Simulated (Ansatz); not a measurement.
# SiNH₅ + H₂O: a complex and its separated parts

Aim: how far the complex at one end of a reaction step lies below its separated, relaxed parts, level by level.

Computed with Ansatz 0.2.0, Gaussian basis. Level: PBE0-D4/def2-TZVP structures, single points in def2-TZVPP, no counterpoise correction.

Levels: SPW92, PBE-D4, BLYP-D4, r2SCAN-D4, B97M-V, PBE0-D4, B3LYP-D4, r2SCAN0-D4, BHLYP-D4, CAM-B3LYP-D4, wB97X-V, wB97M-V, B2PLYP, PBE-QIDH, RPA on PBE, Hartree-Fock, MP2, CCSD, CCSD(T).

Cores are frozen in the correlated methods. B3LYP uses VWN-RPA correlation. B2PLYP carries no dispersion term here.

78 further runs of the same task are left out: 78 set aside as unsound or not needed.

### 1 The system as given

The complex: 10 atoms, charge 0, spin multiplicity 1.

Atoms are counted from 1 here; the program's logs count them from 0.

Bond lengths: Si1–H2 1.486 Å, Si1–H3 1.489 Å, Si1–H4 1.486 Å, Si1–N5 1.728 Å, N5–H8 1.008 Å, N5–H9 1.008 Å, H6–O7 0.960 Å, O7–H10 0.960 Å. Angles: H2–Si1–H3 108.8°, H2–Si1–H4 111.5°, H2–Si1–N5 106.3°, H3–Si1–H4 108.8°, H3–Si1–N5 115.2°, H4–Si1–N5 106.3°, Si1–N5–H8 119.1°, Si1–N5–H9 119.1°, H8–N5–H9 110.2°, H6–O7–H10 105.1°.

Geometry (Å):

```xyz
10
charge 0, multiplicity 1
Si   -0.2307   -0.1851    0.3955
H     1.1151   -0.7256    0.0721
H    -1.2261   -0.7929   -0.5299
H    -0.2747    1.2921    0.2441
N    -0.4913   -0.5078    2.0730
H     1.4733    0.2664   -2.4509
O     0.5798    0.6177   -2.4556
H    -1.2787   -0.0828    2.5369
H    -0.3467   -1.4427    2.4205
H     0.6801    1.5607   -2.3058
```

Its parts: SiNH₅ holds atoms 1, 2, 3, 4, 5, 8, 9; H₂O holds atoms 6, 7, 10. Each part counts its atoms afresh in its own runs.

### 2 Relaxing SiNH₅ alone

File relax-a/in.yaml:

```yaml
crystal:
  periodic: [false, false, false]
  atoms:
    - {symbol: Si, position_ang: [-0.230697, -0.185112, 0.395502]}
    - {symbol: H, position_ang: [1.115079, -0.725614, 0.072057]}
    - {symbol: H, position_ang: [-1.226075, -0.792933, -0.529879]}
    - {symbol: H, position_ang: [-0.274706, 1.292128, 0.244130]}
    - {symbol: N, position_ang: [-0.491297, -0.507773, 2.072999]}
    - {symbol: H, position_ang: [-1.278709, -0.082832, 2.536911]}
    - {symbol: H, position_ang: [-0.346665, -1.442703, 2.420548]}
basis:
  gaussian: {orbitals: def2-TZVP}
hamiltonian: {xc: pbe0, dispersion: d4}
relax: {f_tol: 0.005, max_steps: 200}
```

On the command line:

```bash
$ ansatz run in.yaml --threads 2 --pin off --events-out ev --progress --plain --max-ram 4352MiB
```

After this run come: Relaxing H₂O alone; SPW92/def2-TZVPP; PBE-D4/def2-TZVPP; BLYP-D4/def2-TZVPP; r2SCAN-D4/def2-TZVPP; B97M-V/def2-TZVPP; PBE0-D4/def2-TZVPP; B3LYP-D4/def2-TZVPP; r2SCAN0-D4/def2-TZVPP; BHLYP-D4/def2-TZVPP; CAM-B3LYP-D4/def2-TZVPP; wB97X-V/def2-TZVPP; wB97M-V/def2-TZVPP; B2PLYP/def2-TZVPP; PBE-QIDH/def2-TZVPP; RPA on PBE/def2-TZVPP; CCSD(T)/def2-TZVPP; Vibrations of SiNH₅; Vibrations of H₂O.

**Question.** What will these runs give? Wanted: complex less parts, CCSD(T)/def2-TZVPP; with zero-point energy; largest T1 diagnostic.

**Answer**, as computed:

| quantity | value |
| --- | --- |
| complex less parts, CCSD(T)/def2-TZVPP | -8.3 kJ/mol |
| with zero-point energy | -4.1 kJ/mol |
| largest T1 diagnostic | 0.009 |

**Reading.** At CCSD(T) the complex lies 8.3 kJ/mol below its parts. The functionals run from B3LYP-D4, off by -0.4 kJ/mol, to SPW92, off by -9.7 kJ/mol, against CCSD(T). By rung, the mean size of the error is: LDA 9.7, GGA 1.7, meta-GGA 2.3, hybrid 0.8, range-separated hybrid 1.7, double hybrid 1.7 kJ/mol. PBE-D4 gives a relative energy 2.7 kJ/mol too low, an error of 33 % of the reference. No counterpoise was applied, and triple zeta lacks some correlation, so the CCSD(T) reference has a basis error of its own, and close matches with it are partly luck.
